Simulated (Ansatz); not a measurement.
# Si2Sn3: further runs on a relaxed guess

This session takes a relaxed cell of Si2Sn3 and sets out to compute bands, density of states and charges.

Program: Ansatz 0.2.0. Level of theory: DFT PBE, scalar-relativistic, plane waves, PAW. These are calculated values, not measurements.

## 1. The starting structure

Symmetry: P6/mmm, No. 191, hexagonal system. Conventional cell: a = 3.109 Å, b = 3.109 Å, c = 14.186 Å, α = 90.00°, β = 90.00°, γ = 120.00°. Around Si (site symmetry 6mm) lie 1 Si at 2.39 Å and 1 Sn at 2.76 Å. Sn (site symmetry 6mm) is surrounded by 1 Si at 2.76 Å and 7 Sn at 3.11 to 3.14 Å. Sn (site symmetry 6/mmm) has 8 Sn at 3.11 to 3.14 Å as nearest neighbours.

Structure file:

```
Si Sn
1.0
     3.10932    0.00000    0.00000
    -1.55466    2.69275    0.00000
     0.00000    0.00000   14.18647
Si Sn
2 3
Direct
  0.00000 0.00000 0.58416
  0.00000 0.00000 0.41584
  0.00000 0.00000 0.77876
  0.00000 0.00000 0.00000
  0.00000 0.00000 0.22124
```

The cell was relaxed beforehand at this level, from a generated guess; it needn't be the stable form of this composition. At a tolerance of 0.05 Å it has space group P6/mmm (No. 191); it has 23.76 Å³/atom, an uncorrected energy of +0.38 eV/atom over the elements.

## 2. Bands, states and charges

File input.yaml:

```yaml
crystal:
  lattice:
    - [3.1093209176, 0.0, 0.0]
    - [-1.5546604588, 2.6927509032, 0.0]
    - [0.0, 0.0, 14.1864746722]
  atoms:
    - { symbol: Si, position: [0.0, 0.0, 0.5841636837] }
    - { symbol: Si, position: [0.0, 0.0, 0.4158363163] }
    - { symbol: Sn, position: [0.0, 0.0, 0.7787592245] }
    - { symbol: Sn, position: [0.0, 0.0, 0.0] }
    - { symbol: Sn, position: [0.0, 0.0, 0.2212407755] }
basis:
  ecutwfc: 420
kpoints:
  mp_grid: { grid: [12, 12, 4] }
  band_path:
    path:
      - [[0.0, 0.0, 0.0], [0.5, 0.0, 0.0], [0.33333333, 0.33333333, 0.0], [0.0, 0.0, 0.0], [0.0, 0.0, 0.5], [0.5, 0.0, 0.5], [0.33333333, 0.33333333, 0.5], [0.0, 0.0, 0.5]]
      - [[0.5, 0.0, 0.5], [0.5, 0.0, 0.0]]
      - [[0.33333333, 0.33333333, 0.5], [0.33333333, 0.33333333, 0.0]]
    npoints: 14
hamiltonian:
  xc: pbe
scf:
  occupations: { method: gaussian, width: 0.1 }
  n_extra_bands: 12
output:
  forces: true
  stress: true
  eigenvalues: true
  populations: true
  dos: { projected: true, de: 0.02, nscf_kmesh: { grid: [15, 15, 5] } }
  bader: true
```

Launch:

```sh
> ansatz run input.yaml --threads 1 --pin off --max-ram 2560MiB --backend cpu --events-out ev --progress --plain --runs-dir out
```

The log of the run:

```text
Warning: RAYON_NUM_THREADS=1 ignored (pool sized by the plan → 1); use --threads N
scf.n_extra_bands = 12 over 25 filled bands (N_el = 50.0): the run solves 37 bands
Engine: ansatz 0.2.0, x86_64-unknown-linux-gnu
Pseudopotentials: kind: paw
Pseudopotential: Si, paw, valence charge 4, recommended cutoff 420 eV (normal), Si.paw.azcp
Pseudopotential: Sn, paw, valence charge 14, recommended cutoff 420 eV (normal), Sn.paw.azcp
Functional definition: PBE
  parameter kappa = 0.804
  parameter beta = 0.06672455060314922
  exchange = pbe_x(kappa = kappa, mu = beta*pi^2/3)
  correlation = pbe_c(beta = beta)
Crystal: 5 atoms, lattice volume = 118.778 Å³
Basis set: ecut = 420 eV, 2315 PW (Γ), exchange–correlation on 48×48×192 points (8 copies of the dense FFT grid, shifted against one another)
Bands: 37, of which v1, the nominal top of the filled ones, is band 25 counted from 1 (24 counted from 0)
Symmetry: 24 space group operations
Space group: P6/mmm (ITA 191), of the structure as read, at distance tolerance 4.9e-5 Å
k-points: 57 of 576
Non-local potential: Si, projectors of the file, l = 0: 2, l = 1: 2, l = 2: 2
Non-local potential: Sn, projectors of the file, l = 0: 2, l = 1: 2, l = 2: 2, l = 3: 2
PAW form: soft (Blöchl's): semilocal exchange-correlation on the pseudo side does not see the compensation charge
PAW one-centre angular grid: Si, 110 points (default); XC on 64 Gauss nodes
PAW one-centre angular grid: Sn, 590 points (default); XC on 64 Gauss nodes
Initial density: superposition of atomic densities (neutral atoms: chi_scale 0, normalization atom), corrected by the library's trained network
Initial wavefunctions: pseudopotential atomic-orbital guess
Functional: x = pbe(κ = 0.804, μ = 0.2195149727645171), c = pbe(β = 0.06672455060314922)
SCF iter   1: F=—  HF=-19342.380459 eV  |F-HF|=—  |Δ(HF+E_count)|=         —  Δρ=2.88e-3  dr2=3.17e-1  ethr=1.77e-3  ⟨swp⟩=7.9  Hψ=10758  notcnv=0  defer=49
preconditioner: auto → Kerker (q_TF=auto, 2.362 Å⁻¹)  [metal: Δε(μ)=0.018 eV  Ē_g=19.085 eV  σ=0.100 eV  W_gap=0.10  n_scr=16 (ndim 8)  ℏωp=24.1 eV  f_vac=0.000  D(μ)=2.86/eV (n_scr^D=8)]
SCF iter   2: F=—  HF=-19342.369525 eV  |F-HF|=—  |Δ(HF+E_count)|=   1.09e-2  Δρ=1.83e-3  dr2=1.29e-1  ethr=6.34e-4  ⟨swp⟩=1.0  Hψ=2565  notcnv=0  defer=67
SCF iter   3: F=—  HF=-19342.364681 eV  |F-HF|=—  |Δ(HF+E_count)|=   4.84e-3  Δρ=1.04e-3  dr2=1.67e-3  ethr=2.59e-4  ⟨swp⟩=1.1  Hψ=1811  notcnv=0  defer=67
SCF iter   4: F=—  HF=-19342.363951 eV  |F-HF|=—  |Δ(HF+E_count)|=   7.30e-4  Δρ=3.95e-4  dr2=4.74e-4  ethr=3.34e-6  ⟨swp⟩=2.0  Hψ=2694  notcnv=0  defer=67
SCF iter   5: F=—  HF=-19342.363884 eV  |F-HF|=—  |Δ(HF+E_count)|=   6.64e-5  Δρ=1.78e-4  dr2=1.74e-4  ethr=9.48e-7  ⟨swp⟩=2.0  Hψ=3234  notcnv=0  defer=67
SCF iter   6: F=—  HF=-19342.363859 eV  |F-HF|=—  |Δ(HF+E_count)|=   2.57e-5  Δρ=2.69e-5  dr2=2.00e-6  ethr=3.47e-7  ⟨swp⟩=2.1  Hψ=3023  notcnv=0  defer=67
SCF iter   7: F=—  HF=-19342.363900 eV  |F-HF|=—  |Δ(HF+E_count)|=   4.09e-5  Δρ=9.37e-6  dr2=4.49e-7  ethr=3.99e-9  ⟨swp⟩=2.7  Hψ=3123  notcnv=0  defer=68
SCF iter   8: F=-19342.363899 eV  HF=-19342.363899 eV  |F-HF|=1.31e-8  |Δ(HF+E_count)|=   3.85e-8  Δρ=2.88e-6  dr2=2.28e-8  ethr=2.00e-10  ⟨swp⟩=9.3  Hψ=10933  notcnv=0
SCF 1 converged in 8 iterations: F = -19342.363899 eV  dr2 = 2.28e-8
NSCF: frozen V_eff on 129 k-points
NSCF: frozen V_eff on 81 k-points
SCF converged after 8 iterations
Free energy (F): -19342.363899 eV
Harris-Foulkes:  -19342.363899 eV  (|F-HF|=1.31e-8)
Internal energy: -19342.346544 eV  (E = F + TS)
E sigma→0 (E₀):  -19342.355222 eV
Entropy (-TS):   -0.017356 eV (-3.471 meV/atom)
Fermi energy:    9.622318 eV
--- Per-component energies (eV) ---
  E_band       = -255.858450
  E_kinetic    = 635.631874
  E_local      = -5010.750517  (includes V_loc(G=0)·N_el)
  E_nonlocal   = -46.487891
  E_hartree    = 2806.976403
  E_xc         = -1257.032550
  E_vxc        = -380.172516  (∫ρ·V_xc dr)
  E_paw        = -13432.229461  (= ΣΔE_a)
  E_vpaw       = -1068.036793  (= ΣTr[D̂ρ^β])
  E_aug_tail   = 0.000013  (compensation charges beyond the density's cutoff)
  E_ewald      = -3038.454415
  E_smearing   = -0.017356  (= −TS)
  E_closure    = -0.000000  (closes the sum)
  Σ components = -19342.363899   (vs F -19342.363899, Δ=0.00e0)
--- Forces (eV/Å), atoms counted from 1 ---
  atom   1  Si     0.00000000     0.00000000     0.00052626
  atom   2  Si    -0.00000000     0.00000000    -0.00052626
  atom   3  Sn     0.00000000     0.00000000     0.00152246
  atom   4  Sn     0.00000000    -0.00000000     0.00000000
  atom   5  Sn    -0.00000000     0.00000000    -0.00152246
  max |Σ_I F_I| component: 4.34e-19 eV/Å
--- Stress (GPa, compression-positive) ---
        0.010702       0.000000       0.000000
        0.000000       0.010702      -0.000000
        0.000000      -0.000000       0.006196
  P = ⅓ Tr σ = 0.0092 GPa (0.092 kbar)
--- Band table (eV; the first three rows and the last of 57) ---
  k-point 0: bands = ["-12.0549", "-11.9645", "-11.9509", "-11.9509", "-11.9447", "-11.9447", "-11.9424", "-11.9424", "-11.8854", "-11.7723", "-11.7723", "-11.7361", "-11.7361", "-11.7164", "-11.7164", "-1.8870", "-1.2341", "-1.0943", "0.3966", "1.7566", "5.5858", "5.9043", "10.7099", "10.7103", "15.0861", "15.0861", "16.2317", "16.8237", "16.8237", "17.5638", "18.2616", "18.2616", "19.4526", "19.4526", "19.7792", "19.7792", "19.8738"]
  k-point 1: bands = ["-12.0549", "-11.9645", "-11.9509", "-11.9509", "-11.9448", "-11.9448", "-11.9424", "-11.9424", "-11.8854", "-11.7723", "-11.7723", "-11.7361", "-11.7361", "-11.7164", "-11.7164", "-1.8418", "-1.4838", "-0.7643", "0.1493", "1.9771", "4.8721", "6.8362", "9.3486", "12.0662", "15.0865", "15.0865", "15.4338", "16.8138", "16.8138", "18.0629", "18.3516", "18.3516", "19.1823", "19.1823", "19.7792", "19.7792", "20.0980"]
  k-point 2: bands = ["-12.0549", "-11.9645", "-11.9509", "-11.9509", "-11.9448", "-11.9448", "-11.9424", "-11.9424", "-11.8854", "-11.7723", "-11.7723", "-11.7361", "-11.7361", "-11.7164", "-11.7164", "-1.7098", "-1.7032", "-0.3306", "-0.2922", "2.1900", "4.4987", "7.9481", "8.1397", "12.9348", "14.6212", "15.0870", "15.0870", "16.8042", "16.8042", "18.3552", "18.4861", "18.4861", "18.9460", "18.9460", "19.7792", "19.7792", "20.2448"]
  k-point 56: bands = ["-11.8861", "-11.8861", "-11.8686", "-11.8422", "-11.8422", "-11.8265", "-11.8265", "-11.8223", "-11.8223", "-11.8184", "-11.8184", "-11.8101", "-11.8101", "-11.7648", "-11.6703", "2.8226", "3.9546", "5.0315", "5.1282", "6.6130", "6.6130", "6.9066", "6.9066", "7.7683", "8.0284", "8.0284", "8.0884", "8.0884", "8.4825", "9.7395", "9.7395", "12.5876", "13.0110", "14.1236", "14.1236", "16.6898", "16.6898"]
--- Löwdin populations: 5 sites ---
  site symbol       q [e]
     0     Si      4.0138
     1     Si      4.0138
     2     Sn     13.9019
     3     Sn     13.9721
     4     Sn     13.9019
  spilling = 0.003931 (of n_electrons = 50.000000)
--- Bader charges: 5 sites ---
  site symbol  charge [e]  shift [e]
     0     Si     -0.0931     0.0000
     1     Si     -0.0931     0.0000
     2     Sn      0.0869     0.0000
     3     Sn      0.0123     0.0000
     4     Sn      0.0869     0.0000
  estimated error of the sums over rays = 5.4e-5 e
```

Run time: 2.2 min. Hardware: 1 thread of Intel Xeon at 2.50GHz (Skylake/Cascade Lake), shared host; peak memory 0.61 GiB.

By site:

```csv
atom,Löwdin electrons,Bader charge (e),Bader volume (Å³)
Si1,4.01,-0.09,21.3
Si2,4.01,-0.09,21.3
Sn3,13.90,+0.09,24.9
Sn4,13.97,+0.01,26.2
Sn5,13.90,+0.09,24.9
```

The Löwdin counts miss 0.20 of the 50 electrons, which the atomic orbitals do not span, so they are no charges.

From bands.tsv, the levels nearest the Fermi level at the path's corners, in eV from the Fermi level:

| point | band 23 | band 24 | band 25 | band 26 | band 27 | band 28 | band 29 | band 30 |
| --- | --- | --- | --- | --- | --- | --- | --- | --- |
| Γ | 1.09 | 1.09 | 5.46 | 5.46 | 6.61 | 7.20 | 7.20 | 7.94 |
| M | -3.83 | -2.98 | -1.74 | -0.67 | 0.27 | 2.71 | 3.66 | 3.92 |
| K | -2.33 | -2.33 | -2.31 | -2.31 | -0.96 | -0.96 | -0.10 | -0.10 |
| Γ | 1.09 | 1.09 | 5.46 | 5.46 | 6.61 | 7.20 | 7.20 | 7.94 |
| A | -1.48 | 3.31 | 5.00 | 5.46 | 5.46 | 7.18 | 7.18 | 8.73 |
| L | -3.49 | -2.97 | -1.82 | -1.59 | 2.01 | 2.41 | 2.72 | 2.97 |
| H | -2.72 | -1.85 | -1.59 | -1.59 | -1.53 | -1.53 | -1.14 | 0.12 |
| A | -1.48 | 3.31 | 5.00 | 5.46 | 5.46 | 7.18 | 7.18 | 8.73 |
| L | -3.49 | -2.97 | -1.82 | -1.59 | 2.01 | 2.41 | 2.72 | 2.97 |
| M | -3.83 | -2.98 | -1.74 | -0.67 | 0.27 | 2.71 | 3.66 | 3.92 |
| H | -2.72 | -1.85 | -1.59 | -1.59 | -1.53 | -1.53 | -1.14 | 0.12 |
| K | -2.33 | -2.33 | -2.31 | -2.31 | -0.96 | -0.96 | -0.10 | -0.10 |

Counts of states by energy window (eV from the Fermi level), total and by projection:

| from | to | total | Si 3s | Si 3p | Sn 5s | Sn 5p |
| --- | --- | --- | --- | --- | --- | --- |
| -8 | -7 | 1.98 | 0.67 | 0.22 | 0.66 | 0.41 |
| -7 | -6 | 1.70 | 0.33 | 0.21 | 0.77 | 0.37 |
| -6 | -5 | 1.21 | 0.25 | 0.18 | 0.49 | 0.27 |
| -5 | -4 | 1.46 | 0.22 | 0.40 | 0.26 | 0.58 |
| -4 | -3 | 2.15 | 0.20 | 0.74 | 0.22 | 0.97 |
| -3 | -2 | 2.43 | 0.14 | 0.81 | 0.26 | 1.18 |
| -2 | -1 | 2.72 | 0.11 | 1.01 | 0.22 | 1.33 |
| -1 | 0 | 2.43 | 0.12 | 0.92 | 0.23 | 1.10 |
| 0 | 1 | 2.52 | 0.17 | 0.82 | 0.25 | 1.17 |
| 1 | 2 | 2.56 | 0.18 | 0.84 | 0.24 | 1.15 |
| 2 | 3 | 2.79 | 0.16 | 0.98 | 0.22 | 1.21 |
| 3 | 4 | 3.15 | 0.15 | 0.85 | 0.17 | 1.33 |
| 4 | 5 | 3.39 | 0.11 | 0.82 | 0.12 | 1.39 |

The solved bands begin to run out at 5.6 eV, so nothing above is shown.

A further 34 or so states lie below the table's range.

## 3. Variant: starting moments, xc_grid 1, spin_polarized true, accuracy medium

File input.yaml:

```yaml
crystal:
  lattice:
    - [3.1093209176, 0.0, 0.0]
    - [-1.5546604588, 2.6927509032, 0.0]
    - [0.0, 0.0, 14.1864746722]
  atoms:
    - { symbol: Si, position: [0.0, 0.0, 0.5841636837], spin: -4.0 }
    - { symbol: Si, position: [0.0, 0.0, 0.4158363163], spin: -2.0 }
    - { symbol: Sn, position: [0.0, 0.0, 0.7787592245], spin: -4.0 }
    - { symbol: Sn, position: [0.0, 0.0, 0.0], spin: 4.0 }
    - { symbol: Sn, position: [0.0, 0.0, 0.2212407755], spin: 1.0 }
basis:
  ecutwfc: 420
  xc_grid: 1
kpoints:
  mp_grid: { grid: [12, 12, 4] }
hamiltonian:
  xc: pbe
scf:
  occupations: { method: gaussian, width: 0.1 }
output:
  forces: true
  eigenvalues: true
  stress: true
magnetization:
  spin_polarized: true
accuracy: medium
```

Launch:

```sh
> ansatz run input.yaml --threads 1 --pin off --max-ram 2560MiB --backend cpu --events-out ev --progress --plain --runs-dir out
```

The log of the run, shortened:

```text
Warning: RAYON_NUM_THREADS=1 ignored (pool sized by the plan → 1); use --threads N
[...]
Pseudopotentials: kind: paw
Pseudopotential: Si, paw, valence charge 4, recommended cutoff 420 eV (normal), Si.paw.azcp
Pseudopotential: Sn, paw, valence charge 14, recommended cutoff 420 eV (normal), Sn.paw.azcp
Functional definition: PBE
[...]
Crystal: 5 atoms, lattice volume = 118.778 Å³
Basis set: ecut = 420 eV, 2315 PW (Γ)
Bands: 39, of which v1, the nominal top of the filled ones, is band 25 counted from 1 (24 counted from 0)
Symmetry: 12 space group operations
Space group: P6mm (ITA 183), of the structure as read, at distance tolerance 4.9e-5 Å
Magnetic group: BNS 183.185 (UNI 1415), of the structure as read, at distance tolerance 4.9e-5 Å
k-points: 57 of 576 (time reversal used)
[...]
Starting moments: Σ|m| = 15 μB on 5 of 5 sites
[...]
SCF iter   1: F=—  HF=-19334.963475 eV  |F-HF|=—  |Δ(HF+E_count)|=         —  Δρ=1.43e-1 (↑1.43e-1 ↓1.42e-1)  dr2=1.11e0  dr2_m=2.21e1  M=-1.484 μB ∫|m|=2.315 μB  β_m=0.30  ethr=2.18e-3  ⟨swp⟩=1.4  Hψ=30016  notcnv=0
[...]
WARN: the starting moments were not kept: the SCF closed with an absolute magnetisation of 1.3e-5 μB, where they sum to 15 μB in size (5 sites). That is at most 0.1 of that sum. Measured as dr2_m measures the in/out step, that magnetisation stands 7.5e-12 eV from none, at or under the [...]
SCF converged after 16 iterations
Magnetization: 0.0000 μB (25.0000 up, 25.0000 down)
Absolute magnetization: 0.0000 μB (∫|ρ↑−ρ↓|, with the PAW one-centre terms)
Spin contamination: 0.0000 ħ² per cell (⟨S²⟩ above its minimum at these occupations)
Per-site moments (μB) at R_I (Å): [(-2.811068824179536e-7, 0.985038422881509), (1.8408330178387374e-6, 0.985038422881509), (1.3806153184473516e-7, 1.138757693238933), (1.1293850155415273e-6, 1.2825948785195402), (3.2925334904055084e-7, 1.138757693238933)]
Free energy (F): -19342.363918 eV
[...]
E sigma→0 (E₀):  -19342.355240 eV
Entropy (-TS):   -0.017356 eV (-3.471 meV/atom)
Fermi energy:    9.622329 eV
[...]
--- Forces (eV/Å), atoms counted from 1 ---
  atom   1  Si     0.00000000    -0.00000000     0.00011663
  atom   2  Si    -0.00000000     0.00000000    -0.00011273
  atom   3  Sn     0.00000000     0.00000000     0.00137242
  atom   4  Sn     0.00000000     0.00000000     0.00000015
  atom   5  Sn    -0.00000000     0.00000000    -0.00137575
[...]
--- Stress (GPa, compression-positive) ---
        0.010703       0.000000      -0.000000
        0.000000       0.010703      -0.000000
       -0.000000      -0.000000       0.004524
  P = ⅓ Tr σ = 0.0086 GPa (0.086 kbar)
--- Band table (eV; the first three rows and the last of 114) ---
[...]
```

It took 2.4 min on 1 thread of Intel Xeon at 2.50GHz (Skylake/Cascade Lake), shared host; peak memory 0.66 GiB.

```csv
run,ending,energy change,pressure (GPa),gap (eV),force (eV/Å),cycles,time
step 2,converged,0,0.0,0.00,0.00,8,2.2 min
variant,converged,0.0 meV/atom,0.0,0.00,0.00,16,2.4 min
```

With the changed spin polarisation, numerical grids and accuracy level the energy stays within 0.5 meV/atom: no moment survives, so both runs end on the same non-magnetic state.

## 4. Summary of results

```
                 quantity                          value
                      gap                   none (metal)
states at the Fermi level           2.13 per eV per cell
            Bader charges  Si -0.09, Sn +0.01 to +0.09 e
```

What this shows: There is no gap at this level. Of the projected weight within 0.25 eV of the Fermi level, the largest part is Sn 5p (49 %) and Si 3p (35 %). Charge transfer between the atoms is small (Bader charges up to 0.1 e).
